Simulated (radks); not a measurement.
**Fractional charge and spin in the 4p shell of rubidium**

The task here is to estimate one member of a computed series from the others.

Program: radks (a radial shooting solver on a logarithmic mesh, Libxc functionals) version 1. Level of theory: scalar-relativistic Kohn-Sham, LDA (Slater exchange, Perdew-Wang correlation), spin-polarised, spherical densities, finite nucleus. These are calculated values, not measurements, unless marked.

## The system

```
element            : rubidium (Z = 37)
configuration      : [Ar] 3d10 4s2 4p(up 3, down 3)
nuclear rms radius : 4.2036 fm
```

A shell typed twice in an input gives spin up, then spin down.

The first run:

Input:

```text
Z 37
configuration [Ar] 3d10 4s2 4p3 4p3
relativity scalar-relativistic
functional lda,pw
spin polarised
nucleus finite rms 4.2036 fm
c 137.035999084
```

Among the steps run: 4p: up 3, down 3.

One table of the session follows, with a row left open; its other results are not shown here.

Sizes of the orbitals, from the radial functions (bohr):

| level | <r> | outermost maximum (interpolated) | 90 % within | nodes |
| --- | --- | --- | --- | --- |
| 1s | 0.04034 | 0.0263 | 0.0722 | 0 |
| 2s | 0.1781 | 0.150 | 0.275 | 1 |
| 2p | 0.1552 | 0.120 | 0.253 | 0 |
| 3s | 0.5116 | 0.451 | 0.760 | 2 |
| 3p | 0.5195 | 0.447 | 0.791 | 1 |
| 3d | ? | ? | ? | ? |
| 4s | 1.451 | 1.26 | 2.14 | 3 |
| 4p | 1.713 | 1.42 | 2.60 | 2 |

Estimate the missing values for 3d.

**Answer.** <r>: 0.5257; outermost maximum (interpolated): 0.392; 90 % within: 0.857; nodes: 0. In the column «<r>» it lies between 3p (0.5195) and 4s (1.451).
